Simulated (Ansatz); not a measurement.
**FeO (triplet): the correlation ladder, def2-SVP**

One table from this session's results is given with a row withheld; the runs are named, their logs left out.

The runs use Ansatz 0.2.0, Gaussian basis; def2-SVP, core rule «outside noble gas», up to 10 orbitals frozen.

The runs, in order: UHF; CCSD(T) on ROHF; CCSD(T) on UHF; CISD; CCSDT(Q) on ROHF; CCSDT(Q) on UHF; CASSCF and MRCISD+Q, 14 electrons in 10 orbitals; CASSCF and NEVPT2, 14 electrons in 10 orbitals.

4 further runs of the same task are left out: 2 for a known fault of the program, 1 that didn't finish, 1 set aside as unsound or not needed.

**The system**

The geometry is a PBE0/def2-TZVP stationary point (not a proven minimum) of the parent state, kept for this charge and spin.

2 atoms, charge 0, spin multiplicity 3.

Atoms are counted from 1 here; the program's logs count them from 0.

Bond lengths: Fe1–O2 1.547 Å.

The first run:

Input file in.yaml:

```yaml
crystal:
  periodic: [false, false, false]
  atoms:
    - {symbol: Fe, position_ang: [0.000000, 0.000000, 0.000000]}
    - {symbol: O, position_ang: [0.000000, 0.000000, 1.546800]}
basis:
  gaussian: {orbitals: def2-SVP}
magnetization: {spin_polarized: true, initial_magnetization: 2}
hamiltonian: {xc: hf}
output: {orbitals: {seedname: orbitals}}
```

Started as:

```console
> ansatz run in.yaml --threads 1 --pin off --events-out ev --progress --plain --max-ram 2816MiB --backend cpu
```

Among the steps run: UHF; CCSD(T) on ROHF; CCSD(T) on UHF; CISD; CCSDT(Q) on ROHF; CCSDT(Q) on UHF; CASSCF and MRCISD+Q, 14 electrons in 10 orbitals; CASSCF and NEVPT2, 14 electrons in 10 orbitals.

One of the session's tables, all rows but one given; the rest of the session is left out.

```
          method  from RCCSDT(Q) (meV)
            ROHF              +12875.1
            RMP2               +1677.5
            UMP2                +477.4
           RCCSD               +1048.2
           UCCSD                +360.7
        RCCSD(T)                     ?
        UCCSD(T)                -383.1
          RCCSDT                 +19.6
          UCCSDT                -840.8
       RCCSDT(Q)                     0
       UCCSDT(Q)               -1224.0
  CASSCF valence               +8268.4
  NEVPT2 valence               +1346.2
  MRCISD valence                +756.7
MRCISD+Q valence                +146.5
```

**Question.** Estimate the row for RCCSD(T).

As computed: from RCCSDT(Q) (meV): +1.3. In the column «from RCCSDT(Q) (meV)» it lies between RCCSDT(Q) (0) and RCCSDT (+19.6).

Not comparable, so not listed: CISD (they don't share determinant, frozen orbitals or solution with the rows shown, or repeat one).

Limits of these values: The determinant is far from a pure spin state, so its energy mixes those of several spin states (harmless only where they are near-degenerate, as at dissociation). Left out of the table: UHF (another determinant or state than the rows shown). The program flags RCCSD(T), UCCSD(T), RCCSDT(Q), UCCSDT(Q) as in doubt, so the zero of the table is itself unsure. Warnings: spin contamination; coupled cluster took another determinant than the lowest; large T1 diagnostic. Restricted and unrestricted rows rest on different reference determinants; where their highest levels disagree by more than a few hundredths of an eV, they describe different states and don't form one ladder.
